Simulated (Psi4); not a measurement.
**BBr2F (dibromofluoroborane) at HF/aug-cc-pVDZ (density fitting with cc-pvtz-jkfit, sweep point 4)**

Aim: a structure relaxation of BBr2F (dibromofluoroborane). 

Program for the calculation: Psi4 1.11.

8 further runs of the same task are left out: 1 for a known fault of the program, 5 that didn't finish, 2 set aside as unsound or not needed.

## 1. Starting point

The species is BBr2F (4 atoms), meant as a singlet with charge 0. As SMILES, `FB(Br)Br`. The coordinates come from a PBE0-D4/def2-TZVP relaxation. The run starts from this shape.

Bond lengths: F1–B2 1.307 Å, B2–Br3 1.901 Å, B2–Br4 1.901 Å. Angles: F1–B2–Br3 119.1°, F1–B2–Br4 119.1°, Br3–B2–Br4 121.7°.

## 2. A structure relaxation at HF/aug-cc-pVDZ (density fitting with cc-pvtz-jkfit, sweep point 4)

File bbr2f.dat:

```
memory 1600 mb

molecule geom {
  0 1
  F      2.48791893     0.88053679     0.68855951
  B      0.23425045     0.08271331     0.06455304
  Br    -0.91281331    -3.07915754     1.32554839
  Br    -1.80935607     2.11590744    -2.07866094
  units bohr
  symmetry c1
}

set globals {
  basis         aug-cc-pVDZ
  puream        true
  scf_type      df
  df_basis_scf  cc-pvtz-jkfit
  g_convergence gau_tight
  geom_maxiter  50
}

energy_value = optimize('hf')
print_variables()
```

Started as:

```console
$ psi4 bbr2f.dat bbr2f.out -n 1
```

bbr2f.out:

```text
Psi4 1.11 release

gradient() will perform analytic gradient computation.

   => Loading Basis Set <=

    Name: AUG-CC-PVDZ
    Role: ORBITAL
    Keyword: BASIS

         ---------------------------------------------------------
                                   SCF
                              RHF Reference
                        1 Threads,   1525 MiB Core
         ---------------------------------------------------------

  ==> Geometry <==

    Molecular point group: c1
    Full point group: C1

    Geometry (in Bohr), charge = 0, multiplicity = 1:

       Center              X                  Y                   Z               Mass
    ------------   -----------------  -----------------  -----------------  -----------------
         F            3.366218601582     1.191318972597     0.931538162145    18.998403162730
         B            1.112550121582     0.393495492597     0.307531692145    11.009305360000
         BR          -0.034513638418    -2.768375357403     1.568527042145    78.918337600000
         BR          -0.931056398418     2.426689622597    -1.835682287855    78.918337600000

  Running in c1 symmetry.

  Rotational constants: A =      0.18853  B =      0.03874  C =      0.03214 [cm^-1]
  Rotational constants: A =   5651.94687  B =   1161.39198  C =    963.42277 [MHz]
  Nuclear repulsion =  430.663016925350576

  Charge       = 0
  Multiplicity = 1
  Electrons    = 84
  Nalpha       = 42
  Nbeta        = 42

  ==> Algorithm <==

  SCF Algorithm Type is DF.
  DIIS enabled.
  MOM disabled.
  Fractional occupation disabled.
  Guess Type is SAD.
  Energy threshold   = 1.00e-08
  Density threshold  = 1.00e-08
  Integral threshold = 1.00e-12

  ==> Primary Basis <==

  Basis Set: AUG-CC-PVDZ
    Blend: AUG-CC-PVDZ
    Number of shells: 46
    Number of basis functions: 118
    Number of Cartesian functions: 128
    Spherical Harmonics?: true
    Max angular momentum: 2

   => Loading Basis Set <=

    Name: CC-PVTZ-JKFIT
    Role: JKFIT
    Keyword: DF_BASIS_SCF

  ==> Integral Setup <==

  DFHelper Memory: AOs need 0.065 GiB; user supplied 1.118 GiB.
  SCF_SUBTYPE=INCORE selected. In-core MEM_DF algorithm will be used.
  Using in-core AOs.

  ==> MemDFJK: Density-Fitted J/K Matrices <==

    J tasked:                   Yes
    K tasked:                   Yes
    wK tasked:                   No
    Memory [MiB]:              1144
    Algorithm:                 Core
    Schwarz Cutoff:           1E-12
    Mask sparsity (%):       0.0000
    Fitting Condition:        1E-10

   => Auxiliary Basis Set <=

  Basis Set: CC-PVTZ-JKFIT
    Blend: CC-PVTZ-JKFIT
    Number of shells: 152
    Number of basis functions: 572
    Number of Cartesian functions: 730
    Spherical Harmonics?: true
    Max angular momentum: 4

  Minimum eigenvalue in the overlap matrix is 5.0206558573E-04.
  Reciprocal condition number of the overlap matrix is 7.9867767172E-05.
    Using symmetric orthogonalization.

  ==> Pre-Iterations <==

  SCF Guess: Superposition of Atomic Densities via on-the-fly atomic UHF (no occupation information).

   -------------------------
    Irrep   Nso     Nmo
   -------------------------
     A        118     118
   -------------------------
    Total     118     118
   -------------------------

  ==> Iterations <==

                           Total Energy        Delta E     RMS |[F,P]|

   @DF-RHF iter SAD: -5265.38600378213050   -5.26539e+03   0.00000e+00
   @DF-RHF iter   1: -5268.81750832624948   -3.43150e+00   6.91511e-03 DIIS/ADIIS
   @DF-RHF iter   2: -5269.00008443075785   -1.82576e-01   2.84207e-03 DIIS/ADIIS
   @DF-RHF iter   3: -5269.04077304361363   -4.06886e-02   4.75053e-04 DIIS/ADIIS
   @DF-RHF iter   4: -5269.04247023861444   -1.69720e-03   1.00356e-04 DIIS/ADIIS
   @DF-RHF iter   5: -5269.04269706825107   -2.26830e-04   2.97481e-05 DIIS
   @DF-RHF iter   6: -5269.04271189947394   -1.48312e-05   1.16024e-05 DIIS
   @DF-RHF iter   7: -5269.04271457632876   -2.67685e-06   2.04832e-06 DIIS
   @DF-RHF iter   8: -5269.04271467813669   -1.01808e-07   6.61642e-07 DIIS
   @DF-RHF iter   9: -5269.04271468818206   -1.00454e-08   1.81559e-07 DIIS
   @DF-RHF iter  10: -5269.04271468896604   -7.83984e-10   3.47930e-08 DIIS
   @DF-RHF iter  11: -5269.04271468899333   -2.72848e-11   8.00101e-09 DIIS
  Energy and wave function converged.

  ==> Post-Iterations <==

    Orbital Energies [Eh]
    ---------------------

    Doubly Occupied:

       1A   -490.091573     2A   -490.091571     3A    -65.228645
       4A    -65.228643     5A    -58.585080     6A    -58.585077
       7A    -58.584394     8A    -58.584392     9A    -58.584151
[... 10 lines of this table left out ...]
      40A     -0.465977    41A     -0.440164    42A     -0.427238

    Virtual:

      43A      0.044872    44A      0.056527    45A      0.057352
      46A      0.060624    47A      0.085831    48A      0.106455
      49A      0.112463    50A      0.134596    51A      0.137172
[... 21 lines of this table left out ...]
     115A      4.912283   116A      4.955448   117A      5.003618
     118A      5.025522

    Final Occupation by Irrep:
              A
    DOCC [    42 ]
    NA   [    42 ]
    NB   [    42 ]

  @DF-RHF Final Energy: -5269.04271468899333

   => Energetics <=

    Nuclear Repulsion Energy =            430.6630169253505755
    One-Electron Energy =               -8194.8786477563880908
    Two-Electron Energy =                2495.1729161420444143
    Total Energy =                      -5269.0427146889933283

Computation Completed

Properties will be evaluated at   0.000000,   0.000000,   0.000000 [a0]

Properties computed using the SCF density matrix

 Multipole Moments:

[... 5 lines left out ...]
 Dipole X            :         -2.1621276            2.0637667           -0.0983609
[... 105 lines left out ...]
	Measures of convergence in internal coordinates in au.
[... 107 lines left out ...]
   @DF-RHF iter   0: -5269.01763074277187   -5.26902e+03   5.19923e-04
[... 3 lines left out ...]
   @DF-RHF iter   4: -5269.04287570159613   -5.13935e-07   1.95103e-06 DIIS
[... 3 lines left out ...]
   @DF-RHF iter   8: -5269.04287577468494   -3.72893e-11   7.05515e-09 DIIS
[... 14 lines left out ...]
    Nuclear Repulsion Energy =            427.0713116516247965
[... 17 lines left out ...]
 Dipole X            :         -2.1624934            2.0650295           -0.0974639
[... 84 lines left out ...]
	Measures of convergence in internal coordinates in au.
[... 76 lines left out ...]
   @DF-RHF iter   0: -5269.02539852935843   -5.26903e+03   1.13525e-03
[... 3 lines left out ...]
   @DF-RHF iter   4: -5269.04107000384647   -1.36043e-05   5.52398e-06 DIIS
[... 3 lines left out ...]
   @DF-RHF iter   8: -5269.04107077699700   -9.86802e-10   5.81870e-08 DIIS
[... 6 lines left out ...]
    Final Occupation by Irrep:
[... 11 lines left out ...]
    Two-Electron Energy =                2491.5873194361656715
[... 17 lines left out ...]
 Dipole Z            :         -0.6625541            0.5648171           -0.0977369
[... 89 lines left out ...]
	  Convergence Criteria              o    1.50e-05 *    1.00e-05 *    6.00e-05 *    4.00e-05 *
[... 71 lines left out ...]
   @DF-RHF iter   2: -5269.04274860302212   -2.11067e-04   4.25924e-05 DIIS
[... 3 lines left out ...]
   @DF-RHF iter   6: -5269.04278760118814   -3.18987e-08   3.37528e-07 DIIS
[... 3 lines left out ...]
  Energy and wave function converged.
[... 14 lines left out ...]
    One-Electron Energy =               -8188.3542903306888547
[... 17 lines left out ...]
 Dipole Y            :         -0.7741174            0.7292486           -0.0448688
[... 88 lines left out ...]
	   Step    Total Energy     Delta E     Max Force     RMS Force      Max Disp      RMS Disp
[... 72 lines left out ...]
   @DF-RHF iter   1: -5269.04287034052777    1.81797e-03   3.63320e-05 DIIS
[... 3 lines left out ...]
   @DF-RHF iter   5: -5269.04289483032244   -2.89201e-08   3.68617e-07 DIIS
[... 3 lines left out ...]
   @DF-RHF iter   9: -5269.04289483380762   -9.09495e-13   3.02207e-09 DIIS
[... 14 lines left out ...]
    Nuclear Repulsion Energy =            427.6500243371050374
[... 17 lines left out ...]
 Dipole X            :         -2.1619734            2.0618133           -0.1001601
[... 84 lines left out ...]
	Measures of convergence in internal coordinates in au.
[... 76 lines left out ...]
   @DF-RHF iter   0: -5269.04377028694853   -5.26904e+03   3.23985e-05
[... 3 lines left out ...]
   @DF-RHF iter   4: -5269.04289628785955   -6.80393e-09   2.09477e-07 DIIS
[... 3 lines left out ...]
  Energy and wave function converged.
[... 14 lines left out ...]
    One-Electron Energy =               -8188.8657885047741729
[... 17 lines left out ...]
 Dipole Y            :         -0.7655006            0.7290971           -0.0364035
[... 88 lines left out ...]
	   Step    Total Energy     Delta E     Max Force     RMS Force      Max Disp      RMS Disp
[... 72 lines left out ...]
   @DF-RHF iter   1: -5269.04289634992347    2.22304e-04   1.09407e-06 DIIS
[... 3 lines left out ...]
   @DF-RHF iter   5: -5269.04289636529938   -5.82077e-11   1.41291e-08 DIIS
[... 31 lines left out ...]
  @DF-RHF Final Energy: -5269.04289636531030
[... 6 lines left out ...]
    Total Energy =                      -5269.0428963653102983
[... 1 line left out ...]
Computation Completed

Properties will be evaluated at   0.000000,   0.000000,   0.000000 [a0]

Properties computed using the SCF density matrix

 Multipole Moments:

 ------------------------------------------------------------------------------------
     Multipole            Electronic (a.u.)      Nuclear  (a.u.)        Total (a.u.)
 ------------------------------------------------------------------------------------

 L = 1.  Multiply by 2.5417464519 to convert [e a0] to [Debye]
 Dipole X            :         -2.1631925            2.0598056           -0.1033869
 Dipole Y            :         -0.7655566            0.7289687           -0.0365879
 Dipole Z            :         -0.5985993            0.5699910           -0.0286084
 Magnitude           :                                                    0.1133400

 ------------------------------------------------------------------------------------

	total time  =          4 seconds =       0.07 minutes

         ------------------------------------------------------------
                                   SCF GRAD
         ------------------------------------------------------------

  ==> Geometry <==

    Molecular point group: c1
    Full point group: C1

    Geometry (in Bohr), charge = 0, multiplicity = 1:

       Center              X                  Y                   Z               Mass
    ------------   -----------------  -----------------  -----------------  -----------------
         F            3.362085596840     1.189847447759     0.930358460229    18.998403162730
         B            1.099028464565     0.388949561535     0.304126139700    11.009305360000
         BR          -0.028392776267    -2.795041435697     1.586700794544    78.918337600000
         BR          -0.934295996870     2.454344117115    -1.853096961678    78.918337600000

  Nuclear repulsion =  427.670567644712150

   => Auxiliary Basis Set <=

  Basis Set: CC-PVTZ-JKFIT
    Blend: CC-PVTZ-JKFIT
    Number of shells: 152
    Number of basis functions: 572
    Number of Cartesian functions: 730
    Spherical Harmonics?: true
    Max angular momentum: 4

  -Total Gradient:
     Atom            X                  Y                   Z
    ------   -----------------  -----------------  -----------------
       1       -0.000010704855    -0.000003854697    -0.000003038100
       2        0.000008415266     0.000003135448     0.000002528506
       3        0.000001053951     0.000000903944    -0.000000100357
       4        0.000001235725    -0.000000184616     0.000000610085

	total time  =          5 seconds =       0.08 minutes

    			-----------------------------------------

    			 OPTKING 3.0: for geometry optimizations

    			        with contributions from

    			-----------------------------------------

	                            ===> Fragment 1 <==

	 Z (Atomic Numbers)          Masses                          Geom
	       9.000000            18.998403          3.36208560  1.18984745  0.93035846
	       5.000000            11.009305          1.09902846  0.38894956  0.30412614
	      35.000000            78.918338         -0.02839278 -2.79504144  1.58670079
	      35.000000            78.918338         -0.93429600  2.45434412 -1.85309696

	 - Coordinate -           - BOHR/RAD -       - ANG/DEG -
	 R(1,2)           =         2.480934           1.312854
	 R(2,3)           =         3.613015           1.911925
	 R(2,4)           =         3.613015           1.911925
[... 5 lines of this table left out ...]
	 O(4,2,1,3)       =         0.000003           0.000145

	        --- Internal Coordinate Step in ANG or DEG, aJ/ANG or AJ/DEG ---
	-------------------------------------------------------------------------------
	           Coordinate      Previous         Force          Change          New
	           ----------      --------        ------          ------        ------
	               R(1,2)       1.31285        0.00010        0.00001       1.31286
	               R(2,3)       1.91193        0.00001        0.00000       1.91193
	               R(2,4)       1.91192        0.00001        0.00000       1.91193
[... 5 lines of this table left out ...]
	           O(4,2,1,3)       0.00014       -0.00000       -0.00018      -0.00003
	-------------------------------------------------------------------------------

	                                 ==> Convergence Check <==

	Measures of convergence in internal coordinates in au.

	Criteria marked as inactive (o), active & met (*), and active & unmet ( ).

	----------------------------------------------------------------------------------------------
	   Step    Total Energy     Delta E     Max Force     RMS Force      Max Disp      RMS Disp
	----------------------------------------------------------------------------------------------
	  Convergence Criteria              o    1.50e-05 *    1.00e-05 *    6.00e-05 *    4.00e-05 *
	----------------------------------------------------------------------------------------------
	     7   -5269.04289637   -7.65e-08 o    1.18e-05 *    4.03e-06 *    2.04e-05 *    7.33e-06 *  ~
	----------------------------------------------------------------------------------------------

Next Geometry in Ang
	Fragment 1 (Ang)

	    F   1.7791479654   0.6296436566   0.4923274210
	    B   0.5815805884   0.2058223617   0.1609353841
	   Br  -0.0150291912  -1.4790733609   0.8396449287
	   Br  -0.4944124269   1.2987814834  -0.9806173973

    Final optimized geometry and variables:
    Molecular point group: c1
    Full point group: C1

    Geometry (in Bohr), charge = 0, multiplicity = 1:

    F            3.362085596840     1.189847447759     0.930358460229
    B            1.099028464565     0.388949561535     0.304126139700
    BR          -0.028392776267    -2.795041435697     1.586700794544
    BR          -0.934295996870     2.454344117115    -1.853096961678

  Variable Map:
  ----------------------------------------------------------------------------
  "CURRENT ENERGY"           =>   -5269.042896365310
  "CURRENT REFERENCE ENERGY" =>   -5269.042896365310
  "DD SOLVATION ENERGY"      =>       0.000000000000
  "HF KINETIC ENERGY"        =>    5267.352498150411
  "HF POTENTIAL ENERGY"      =>  -10536.395394515721
  "HF TOTAL ENERGY"          =>   -5269.042896365310
  "HF VIRIAL RATIO"          =>       2.000320919896
  "NUCLEAR REPULSION ENERGY" =>     427.670567644712
  "ONE-ELECTRON ENERGY"      =>   -8188.876322164073
  "OPTIMIZATION ITERATIONS"  =>       7.000000000000
  "PCM POLARIZATION ENERGY"  =>       0.000000000000
  "PE ENERGY"                =>       0.000000000000
  "SCF ITERATION ENERGY"     =>   -5269.042896365310
  "SCF ITERATIONS"           =>       6.000000000000
  "SCF TOTAL ENERGY"         =>   -5269.042896365310
  "TWO-ELECTRON ENERGY"      =>    2492.162858154050

  Array Variable Map:
  ----------------------------------------------------------------------------
  "CURRENT DIPOLE"           =>      -0.103386866770 ... -0.028608353208 1 by 3
  "CURRENT GRADIENT"         =>      -0.000010704855 ... 0.000000610085 4 by 3
  "HF TOTAL GRADIENT"        =>      -0.000010704855 ... 0.000000610085 4 by 3
  "SCF DIPOLE"               =>      -0.103386866770 ... -0.028608353208 1 by 3
  "SCF TOTAL ENERGIES"       =>   -5269.043118654046 ... -5269.042896365310 1 by 7
  "SCF TOTAL GRADIENT"       =>      -0.000010704855 ... 0.000000610085 4 by 3

    Psi4 run time: 0:01:06.36

[set-up sections that repeat, and orbital energies of the middle runs, are left out above]
```

Standard output:

```text
Optimizer: Optimization complete!
```

It took 68 s on 1 thread of Intel Xeon at 2.70GHz, shared host; peak memory 0.39 GiB.

The path in brief:

```
step  energy from the first frame kept (eV)  largest force (eV/Å)
   0                                 0.0000                0.2994
   1                                -0.0044                0.1249
   2                                 0.0447                0.9419
   3                                -0.0020                0.2338
   4                                -0.0049                0.0522
   5                                -0.0049                0.0125
   6                                -0.0049                0.0006
```

After the run. Bond lengths: F1–B2 1.313 Å, B2–Br3 1.912 Å, B2–Br4 1.912 Å. Angles: F1–B2–Br3 118.7°, F1–B2–Br4 118.7°, Br3–B2–Br4 122.7°.

## 3. Outcome

At HF/aug-cc-pVDZ (density fitting with cc-pvtz-jkfit, sweep point 4):

| quantity | value |
| --- | --- |
| total energy at the end | -5269.04290 Eh |
| dipole moment | 0.29 D |
| HOMO energy | -11.66 eV |
| LUMO energy | 1.22 eV |
| HOMO–LUMO gap | 12.88 eV |

In words: At the final geometry: Bond lengths: F1–B2 1.313 Å, B2–Br3 1.912 Å, B2–Br4 1.912 Å. Angles: F1–B2–Br3 118.7°, F1–B2–Br4 118.7°, Br3–B2–Br4 122.7°. The optimisation took 7 steps and changed the energy by -0.005 eV.
